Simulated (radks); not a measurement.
**The series with 8 electrons, O to Ru³⁶⁺**

The task here is to estimate one member of a computed series from the others.

Method: scalar-relativistic Kohn-Sham, LDA (Slater exchange, Perdew-Wang correlation), spin-unpolarised, spherical densities, point nucleus. Code: radks (a radial shooting solver on a logarithmic mesh, Libxc functionals) version 1.

## The system

```
electrons     : 8
ions          : O, Si⁶⁺, Cl⁹⁺, Ca¹²⁺, V¹⁵⁺, Fe¹⁸⁺, Cu²¹⁺, Ge²⁴⁺, Br²⁷⁺, Sr³⁰⁺, Nb³³⁺, Ru³⁶⁺
configuration : [He] 2s2 2p4
```

Outer shells as boxes (Hund's rule):

[He] 2s2 2p4
```
[He] core
2s [↑↓]
2p [↑↓][↑ ][↑ ]
```

Set-up of the first run:

The run's settings:

```text
Z 8
configuration [He] 2s2 2p4
relativity scalar-relativistic
functional lda,pw
spin unpolarised
nucleus point
c 137.035999084
```

Steps of the session up to this table: O; Si⁶⁺; Cl⁹⁺; Ca¹²⁺; V¹⁵⁺; Fe¹⁸⁺; Cu²¹⁺; Ge²⁴⁺; Br²⁷⁺; Sr³⁰⁺; Nb³³⁺; Ru³⁶⁺.

One of the session's tables, all rows but one given; the rest of the session is left out.

```
  ion  E (hartree)  ε(1s) (eV)  ε(2p) (eV)  <r>(2p) (bohr)
    O    -74.52633     -510.87      -9.198           1.264
 Si⁶⁺            ?           ?           ?               ?
 Cl⁹⁺   -417.30904     -3026.8     -434.21          0.3742
Ca¹²⁺   -595.54724     -4364.3     -699.84          0.3046
 V¹⁵⁺   -806.13682     -5953.8     -1027.4          0.2569
Fe¹⁸⁺  -1049.37360     -7797.9     -1417.2          0.2220
Cu²¹⁺  -1325.60348     -9899.3     -1869.6          0.1954
Ge²⁴⁺  -1635.22439    -12261.6     -2384.8          0.1744
Br²⁷⁺  -1978.68896    -14888.4     -2963.5          0.1574
Sr³⁰⁺  -2356.50785    -17784.3     -3605.9          0.1434
Nb³³⁺  -2769.25366      -20954     -4312.8          0.1316
Ru³⁶⁺  -3217.56559      -24403     -5084.6          0.1215
```

Q: Estimate the row for Si⁶⁺ from the others.

As computed: E (hartree): -271.17581; ε(1s) (eV): -1939.4; ε(2p) (eV): -230.40; <r>(2p) (bohr): 0.4852. In the column «E (hartree)» it lies between Cl⁹⁺ (-417.30904) and O (-74.52633).

The configuration is held, so it need not be the ground state of every ion.
